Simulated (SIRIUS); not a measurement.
# HfB (Fm-3m) in SIRIUS: notebook

Runs on HfB. Level: PBE. Tasks: eos task.

Everything below comes from runs of SIRIUS 7.10.0. Logs are shortened: lines on timing, memory, paths and dates and some standing lists are left out, and cuts for length are marked. The log counts tension as positive stress, the text compression.

## (1) The crystal as given

Symmetry: Fm-3m, No. 225, cubic system. The conventional cell has a = 4.620 Å, b = 4.620 Å, c = 4.620 Å, α = 90.00°, β = 90.00°, γ = 90.00°. Hf (site symmetry m-3m) has 6 B at 2.31 Å as nearest neighbours. B (site symmetry m-3m) has 6 Hf at 2.31 Å as nearest neighbours.

## (2) Eos task, PBE

sirius.json

```json
{
  "control": {
    "processing_unit": "cpu",
    "verbosity": 1,
    "num_bands_to_print": 23,
    "print_forces": false,
    "print_stress": true
  },
  "parameters": {
    "electronic_structure_method": "pseudopotential",
    "xc_functionals": ["XC_GGA_X_PBE", "XC_GGA_C_PBE"],
    "gk_cutoff": 9.0,
    "pw_cutoff": 18.0,
    "ngridk": [7, 7, 7],
    "shiftk": [0, 0, 0],
    "smearing": "fermi_dirac",
    "smearing_width": 0.0018374661,
    "num_bands": 23,
    "num_mag_dims": 0,
    "num_dft_iter": 100,
    "energy_tol": 1e-08,
    "density_tol": 1e-06
  },
  "iterative_solver": {
    "type": "davidson",
    "min_tolerance": 1e-09,
    "tolerance_scale": [0.1, 0.25]
  },
  "mixer": {
    "type": "anderson",
    "beta": 0.7,
    "max_history": 8
  },
  "settings": {
    "tol_ne": 1e-10,
    "pseudo_grid_cutoff": 6.5
  },
  "unit_cell": {
    "lattice_vectors": [
      [0.0, 0.707106781187, 0.707106781187],
      [0.707106781187, 0.0, 0.707106781187],
      [0.707106781187, 0.707106781187, 0.0]
    ],
    "lattice_vectors_scale": 6.1734202868,
    "atom_coordinate_units": "lattice",
    "atom_types": ["Hf", "B"],
    "atom_files": {
      "Hf": "Hf.json",
      "B": "B.json"
    },
    "atoms": {
      "Hf": [
        [0.5, 0.5, 0.5]
      ],
      "B": [
        [0.0, 0.0, 0.0]
      ]
    }
  }
}
```

Potentials or basis: SG15 1.2 PBE (norm-conserving).

Launch:

```
upf_to_json Hf_ONCV_PBE-1.2.upf
upf_to_json B_ONCV_PBE-1.2.upf
OMP_NUM_THREADS=1 sirius.scf --input=sirius.json --output=out.json --task=3 --volume_scale0=0.94 --volume_scale1=1.06 --num_eos_points=7
```

Output:

```text
[info] SIRIUS version : 7.10.0
[info] number of MPI ranks           : 1
[info] MPI grid                      : 1 1
[info] maximum number of OMP threads : 1
[fft] FFT context for density and potential
[fft] =====================================
[fft]   comm size                             : 1
[fft]   plane wave cutoff                     : 18
[fft]   grid size                             : 40 40 40   total : 64000
[fft]   grid limits                           : -19 20   -19 20   -19 20
[fft]   number of G-vectors within the cutoff : 7737
[fft]   local number of G-vectors             : 7737
[fft]   number of G-shells                    : 447
[fft] FFT context for coarse grid
[fft] =====================================
[fft]   comm size                             : 1
[fft]   plane wave cutoff                     : 18
[fft]   grid size                             : 40 40 40   total : 64000
[fft]   grid limits                           : -19 20   -19 20   -19 20
[fft]   number of G-vectors within the cutoff : 7737
[fft]   local number of G-vectors             : 7737
[fft]   number of G-shells                    : 447
[unit cell] lattice vectors
[unit cell]   a1 :       0.0000000000      4.2761552548      4.2761552548
[unit cell]   a2 :       4.2761552548      0.0000000000      4.2761552548
[unit cell]   a3 :       4.2761552548      4.2761552548      0.0000000000
[unit cell] reciprocal lattice vectors
[unit cell]   b1 :      -0.7346769391      0.7346769391      0.7346769391
[unit cell]   b2 :       0.7346769391     -0.7346769391      0.7346769391
[unit cell]   b3 :       0.7346769391      0.7346769391     -0.7346769391
[unit cell] unit cell volume :       156.38330601 [a.u.^3]
[unit cell] 1/sqrt(omega)    :         0.07996590
[unit cell] MT volume        :         0.00000000 ( 0.00%)
[unit cell] IT volume        :       156.38330601 (100.00%)
[unit cell] number of atom types : 2
[unit cell] type id : 0 symbol : Hf mt_radius :   6.010000 num_atoms : 1
[unit cell] type id : 1 symbol :  B mt_radius :   6.010000 num_atoms : 1
[unit cell] total number of atoms : 2
[unit cell] number of symmetry classes : 2
[unit cell] number of PAW atoms : 0
[unit cell] minimum bond length:     4.276155
[unit cell] total number of pseudo wave-functions: 0
[sym] space group number   : 225
[sym] international symbol : Fm-3m
[sym] Hall symbol          : -F 4 2 3
[sym] space group transformation matrix :
[sym]   0.0000  0.5000  0.5000
[sym]   0.5000  0.0000  0.5000
[sym]   0.5000  0.5000  0.0000
[sym] space group origin shift :
[sym]   0.0000  0.0000  0.0000
[sym] number of space group operations  : 48
[sym] number of magnetic group operations : 48
[sym] metric tensor error: 0.0000e+00
[sym] rotation matrix error: 6.9085e-17
[atom type] label          : Hf
[atom type] --------------------------------------------------------------------------------
[atom type] symbol         : Hf
[atom type] name           :
[atom type] zn             : 26
[atom type] mass           : 0
[atom type] mt_radius      : 6.01
[atom type] num_mt_points  : 602
[atom type] grid_origin    : 0
[atom type] grid_name      : external
[atom type] number of core electrons    : 0
[atom type] number of valence electrons : 26
[atom type] total number of radial functions : 8
[atom type] lmax of radial functions         : 3
[atom type] max. number of radial functions  : 2
[atom type] total number of basis functions  : 32
[atom type] number of aw basis functions     : 32
[atom type] number of lo basis functions     : 0
[atom type] lmax_apw                         : -1
[atom type] lmax of beta-projectors          : 3
[atom type] number of ps wavefunctions       : 0
[atom type] charge augmentation              : false
[atom type] vloc is set                      : true
[atom type] ps_rho_core is set               : true
[atom type] ps_rho_total is set              : true
[atom type] Hubbard correction               : false
[atom type] spin-orbit coupling              : false
[atom type] atomic wave-functions            :
[atom type] label          : B
[atom type] --------------------------------------------------------------------------------
[atom type] symbol         : B
[atom type] name           :
[atom type] zn             : 3
[atom type] mass           : 0
[atom type] mt_radius      : 6.01
[atom type] num_mt_points  : 602
[atom type] grid_origin    : 0
[atom type] grid_name      : external
[atom type] number of core electrons    : 0
[atom type] number of valence electrons : 3
[atom type] total number of radial functions : 4
[atom type] lmax of radial functions         : 1
[atom type] max. number of radial functions  : 2
[atom type] total number of basis functions  : 8
[atom type] number of aw basis functions     : 8
[atom type] number of lo basis functions     : 0
[atom type] lmax_apw                         : -1
[atom type] lmax of beta-projectors          : 1
[atom type] number of ps wavefunctions       : 0
[atom type] charge augmentation              : false
[atom type] vloc is set                      : true
[atom type] ps_rho_core is set               : true
[atom type] ps_rho_total is set              : true
[atom type] Hubbard correction               : false
[atom type] spin-orbit coupling              : false
[atom type] atomic wave-functions            :
[info] total nuclear charge               : 29
[info]   number of core electrons         : 0
[info]   number of valence electrons      : 29
[info]   total number of electrons        : 29
[info]   extra charge                     : 0
[info] number of bands                    : 23
[info] number of spins                    : 1
[info] number of magnetic dimensions      : 0
[info] number of spinor components        : 1
[info] number of spinors per band index   : 1
[info] total number of beta projectors    : 40
[info] precision_wf                       : fp64
[info] precision_hs                       : fp64
[info] lmax_rf                            : 3
[info] smearing type                      : fermi_dirac
[info] smearing width                     : 0.00183747
[info] cyclic block size                  : 16
[info] |G+k| cutoff                       : 9
[info] use_symmetry                       : true
[info] so_correction                      : false
[... 5 lines left out ...]
[info]   early restart ratio              : 0.5
[info] mixer                              : anderson
[info]   mixing beta                      : 0.7
[info]   max_history                      : 8
[info]   use_hartree                      : false
[info] processing unit                    : CPU
[info] spglib version: 2.7.0
[info] HDF5 version: 1.14.6
[info] Libxc version: 6.2.2
[info] XC functionals
[info] ==============
[info] 1) XC_GGA_X_PBE : Perdew, Burke & Ernzerhof
[info] J. P. Perdew, K. Burke, and M. Ernzerhof.,  Phys. Rev. Lett. 77, 3865 (1996) (10.1103/PhysRevLett.77.3865)
[info] J. P. Perdew, K. Burke, and M. Ernzerhof.,  Phys. Rev. Lett. 78, 1396 (1997) (10.1103/PhysRevLett.78.1396)
[info] 2) XC_GGA_C_PBE : Perdew, Burke & Ernzerhof
[info] J. P. Perdew, K. Burke, and M. Ernzerhof.,  Phys. Rev. Lett. 77, 3865 (1996) (10.1103/PhysRevLett.77.3865)
[info] J. P. Perdew, K. Burke, and M. Ernzerhof.,  Phys. Rev. Lett. 78, 1396 (1997) (10.1103/PhysRevLett.78.1396)
[info] ==================
[info] approximate number of G+k vectors        : 1925
[info] approximate number of G vectors          : 7700
[info] approximate number of coarse G vectors   : 7700
[info] approximate size of wave-function objects for each k-point: 1 Mb,  1 Mb/rank
EOS step : 0, lattice scale : 0.979586
lattice scale range : 0.979586 1.01961
volume scale range  : 0.94 1.06
+----------------------+
| new SCF ground state |
+----------------------+
[print_info] total number of k-points : 20
[print_info] --------------------------------------------------------------------------------
[print_info]   ik                vk                    weight  num_gkvec
[print_info] --------------------------------------------------------------------------------
[print_info]    0   0.0000   0.0000   0.0000         0.002915       1917
[print_info]    1   0.1429   0.0000   0.0000         0.023324       1934
[print_info]    2   0.2857   0.0000   0.0000         0.023324       1910
[print_info]    3   0.4286   0.0000   0.0000         0.023324       1925
[print_info]    4   0.1429   0.1429   0.0000         0.017493       1944
[print_info]    5   0.2857   0.1429   0.0000         0.069971       1937
[print_info]    6   0.4286   0.1429   0.0000         0.069971       1931
[print_info]    7  -0.4286   0.1429   0.0000         0.069971       1927
[print_info]    8  -0.2857   0.1429   0.0000         0.069971       1919
[print_info]    9  -0.1429   0.1429   0.0000         0.034985       1929
[print_info]   10   0.2857   0.2857   0.0000         0.017493       1948
[print_info]   11   0.4286   0.2857   0.0000         0.069971       1928
[... 19 lines left out ...]
[find] <rho|V^{XC}>                   :     -26.54409207
[find] <rho|E^{XC}>                   :     -20.36229656
[find] <mag|B^{XC}>                   :       0.00000000
[find] <rho|V^{H}>                    :      96.16210742
[find] one-electron contribution      :     -57.76595943 (Ha),    -115.53191885 (Ry)
[find] hartree contribution           :      48.08105371
[find] xc contribution                :     -20.36229656
[find] ewald contribution             :    -193.55172190
[find] PAW contribution               :       0.00000000
[find] smearing (-TS)                 :      -0.00048966
[find] SCF correction                 :      -2.84664036
[find] Total energy                   :    -226.44556453 (Ha),    -452.89112907 (Ry)
[find] Free energy (E-TS)             :    -226.44605419 (Ha),    -452.89210838 (Ry)
[find] band gap (eV)                  :       0.00000000
[find] Efermi                         :       0.90597481
[find] iteration : 0, RMS : 1.846057663054e-02, energy difference : -2.264455645344e+02
[find] Hartree energy of density residual : 1.590221649601e-02
[find] bands are converged : true
[find] iterative solver converged : false
[find] Charges and magnetic moments
[find] --------------------------------------------------------------------------------
[find] total charge          : 29.000000
[find] Energy
[find] --------------------------------------------------------------------------------
[find] valence_eval_sum               :       8.85250408
[find] <rho|V^{XC}>                   :     -26.69135921
[find] <rho|E^{XC}>                   :     -20.47430435
[find] <mag|B^{XC}>                   :       0.00000000
[find] <rho|V^{H}>                    :      98.81085661
[find] one-electron contribution      :     -63.26699332 (Ha),    -126.53398665 (Ry)
[find] hartree contribution           :      49.40542831
[find] xc contribution                :     -20.47430435
[find] ewald contribution             :    -193.55172190
[find] PAW contribution               :       0.00000000
[find] smearing (-TS)                 :      -0.00039752
[find] SCF correction                 :       1.34391359
[find] Total energy                   :    -226.54367768 (Ha),    -453.08735536 (Ry)
[find] Free energy (E-TS)             :    -226.54407520 (Ha),    -453.08815040 (Ry)
[find] band gap (eV)                  :       0.00000000
[find] Efermi                         :       0.92532181
[find] iteration : 1, RMS : 1.504369350121e-02, energy difference : -9.811314665183e-02
[... 1343 lines left out ...]
[ground_state]     0.000000-19175.047821   -0.000000
[ground_state]     0.000000   -0.000000-19175.047821
[ground_state] === stress_xc ===
[ground_state] 10754.929200   -0.000000   -0.000000
[ground_state]    -0.00000010754.929200    0.000000
[ground_state]    -0.000000    0.00000010754.929200
[ground_state] === stress_nonloc ===
[ground_state] 42335.917429   -0.000000    0.000000
[ground_state]    -0.00000042335.917429    0.000000
[ground_state]     0.000000    0.00000042335.917429
[ground_state] === stress_us_nl ===
[ground_state] 42335.917429   -0.000000    0.000000
[ground_state]    -0.00000042335.917429    0.000000
[ground_state]     0.000000    0.00000042335.917429
[ground_state] === stress_total ===
[ground_state]  -152.313791    0.000000   -0.000000
[ground_state]     0.000000 -152.313791   -0.000000
[ground_state]    -0.000000   -0.000000 -152.313791
final result:
volume: 156.383306, energy: -226.561258
volume: 159.710610, energy: -226.566346
volume: 163.037915, energy: -226.570693
volume: 166.365219, energy: -226.574362
volume: 169.692524, energy: -226.577412
volume: 173.019828, energy: -226.579896
volume: 176.347132, energy: -226.581864
```

Run time: 3.7 min. Hardware: 1 thread of Arm Neoverse V1, shared host; peak memory 0.21 GiB.

Results:

```yaml
Equilibrium_volume: "14.14 Å³/atom (rough: see the caveat)"
Bulk_modulus: 165 GPa (rough)
```

Energy against volume, from the lowest point:
| volume (Å³/atom) | energy (meV/atom) |
| --- | --- |
| 11.587 | 280.35 |
| 11.833 | 211.13 |
| 12.080 | 151.99 |
| 12.326 | 102.06 |
| 12.573 | 60.57 |
| 12.819 | 26.76 |
| 13.066 | 0.00 |

Caveat: the minimum lies outside the volumes run. Spin-orbit coupling is left out, which matters for the levels of Hf.

## (3) Eos task, PBE

Changes to sirius.json since step 2:

```diff
@@ -4,3 +4,3 @@
     "verbosity": 1,
-    "num_bands_to_print": 23,
+    "num_bands_to_print": 14,
     "print_forces": false,
@@ -11,4 +11,4 @@
     "xc_functionals": ["XC_GGA_X_PBE", "XC_GGA_C_PBE"],
-    "gk_cutoff": 9.0,
-    "pw_cutoff": 18.0,
+    "gk_cutoff": 7.8,
+    "pw_cutoff": 22.1,
     "ngridk": [7, 7, 7],
@@ -17,3 +17,3 @@
     "smearing_width": 0.0018374661,
-    "num_bands": 23,
+    "num_bands": 14,
     "num_mag_dims": 0,
@@ -34,4 +34,3 @@
   "settings": {
-    "tol_ne": 1e-10,
-    "pseudo_grid_cutoff": 6.5
+    "tol_ne": 1e-10
   },
@@ -39,7 +38,6 @@
     "lattice_vectors": [
-      [0.0, 0.707106781187, 0.707106781187],
-      [0.707106781187, 0.0, 0.707106781187],
-      [0.707106781187, 0.707106781187, 0.0]
+      [0.0, 4.365267347886, 4.365267347886],
+      [4.365267347886, 0.0, 4.365267347886],
+      [4.365267347886, 4.365267347886, 0.0]
     ],
-    "lattice_vectors_scale": 6.1734202868,
     "atom_coordinate_units": "lattice",
```

Potentials or basis: SSSP 1.3.0 PBE efficiency.

Launch:

```
upf_to_json Hf-sp.oncvpsp.upf
upf_to_json b_pbe_v1.4.uspp.F.UPF
OMP_NUM_THREADS=1 sirius.scf --input=sirius.json --output=out.json --task=3 --volume_scale0=0.94 --volume_scale1=1.06 --num_eos_points=7
```

Output:

```text
[info] SIRIUS version : 7.10.0
[info] number of MPI ranks           : 1
[info] MPI grid                      : 1 1
[info] maximum number of OMP threads : 1
[fft] FFT context for density and potential
[fft] =====================================
[fft]   comm size                             : 1
[fft]   plane wave cutoff                     : 22.1
[fft]   grid size                             : 45 45 45   total : 91125
[fft]   grid limits                           : -22 22   -22 22   -22 22
[fft]   number of G-vectors within the cutoff : 14286
[fft]   local number of G-vectors             : 14286
[fft]   number of G-shells                    : 781
[fft] FFT context for coarse grid
[fft] =====================================
[fft]   comm size                             : 1
[fft]   plane wave cutoff                     : 15.6
[fft]   grid size                             : 36 36 36   total : 46656
[fft]   grid limits                           : -17 18   -17 18   -17 18
[fft]   number of G-vectors within the cutoff : 4921
[fft]   local number of G-vectors             : 4921
[fft]   number of G-shells                    : 298
[unit cell] lattice vectors
[unit cell]   a1 :       0.0000000000      4.2761552548      4.2761552548
[unit cell]   a2 :       4.2761552548      0.0000000000      4.2761552548
[unit cell]   a3 :       4.2761552548      4.2761552548      0.0000000000
[... 687 lines left out ...]
[find] Hartree energy of density residual : 2.275089785636e-12
[find] Total energy                   :     -59.62500923 (Ha),    -119.25001847 (Ry)
[find] Free energy (E-TS)             :     -59.62550420 (Ha),    -119.25100840 (Ry)
[find] band gap (eV)                  :       0.00000000
[find] Efermi                         :       0.55683457
[find] iteration : 10, RMS : 1.524244214842e-07, energy difference : -1.175076391746e-08
[find] Hartree energy of density residual : 7.076912690396e-12
[find] Total energy                   :     -59.62500924 (Ha),    -119.25001847 (Ry)
[find] Free energy (E-TS)             :     -59.62550420 (Ha),    -119.25100840 (Ry)
[find] band gap (eV)                  :       0.00000000
[find] Efermi                         :       0.55683454
[find] iteration : 11, RMS : 9.491337149507e-08, energy difference : -1.662897375354e-09
[find] Hartree energy of density residual : 4.251475875396e-12
[find] bands are converged : false
[find] iterative solver converged : true
[find] converged after 12 SCF iterations!
[find] Charges and magnetic moments
[find] --------------------------------------------------------------------------------
[find] total charge          : 15.000000
[find] Energy
[find] --------------------------------------------------------------------------------
[find] valence_eval_sum               :      -3.02601986
[find] <rho|V^{XC}>                   :     -10.75159607
[find] <rho|E^{XC}>                   :     -15.87719080
[find] <mag|B^{XC}>                   :       0.00000000
[find] <rho|V^{H}>                    :      13.00787961
[find] one-electron contribution      :      -5.28230341 (Ha),     -10.56460682 (Ry)
[find] hartree contribution           :       6.50393981
[find] xc contribution                :     -15.87719080
[find] ewald contribution             :     -44.96945197
[find] PAW contribution               :       0.00000000
[... 904 lines left out ...]
[ground_state] -8490.502464    0.000000   -0.000000
[ground_state]     0.000000-8490.502464   -0.000000
[ground_state]    -0.000000   -0.000000-8490.502464
[ground_state] === stress_us ===
[ground_state]   -28.548424    0.000000   -0.000000
[ground_state]     0.000000  -28.548424   -0.000000
[ground_state]    -0.000000   -0.000000  -28.548424
[ground_state] === stress_us_nl ===
[ground_state] -8519.050888    0.000000   -0.000000
[ground_state]     0.000000-8519.050888   -0.000000
[ground_state]    -0.000000   -0.000000-8519.050888
[ground_state] === stress_total ===
[ground_state]  -160.015527    0.000000   -0.000000
[ground_state]     0.000000 -160.015527   -0.000000
[ground_state]    -0.000000   -0.000000 -160.015527
final result:
volume: 156.383306, energy: -59.615760
volume: 159.710610, energy: -59.621011
volume: 163.037915, energy: -59.625504
volume: 166.365219, energy: -59.629305
volume: 169.692524, energy: -59.632473
volume: 173.019828, energy: -59.635065
volume: 176.347132, energy: -59.637130
```

It took 98 s on 1 thread of Arm Neoverse V1, shared host; peak memory 0.29 GiB.

What came out:

- Equilibrium volume: 14.19 Å³/atom (rough: see the caveat)
- Bulk modulus: 165 GPa (rough)

Energy against volume, from the lowest point:
```tsv
volume (Å³/atom)	energy (meV/atom)
11.587	290.75
11.833	219.31
12.080	158.17
12.326	106.47
12.573	63.35
12.819	28.09
13.066	0.00
```

Caveat: the minimum lies outside the volumes run. Spin-orbit coupling is left out, which matters for the levels of Hf.
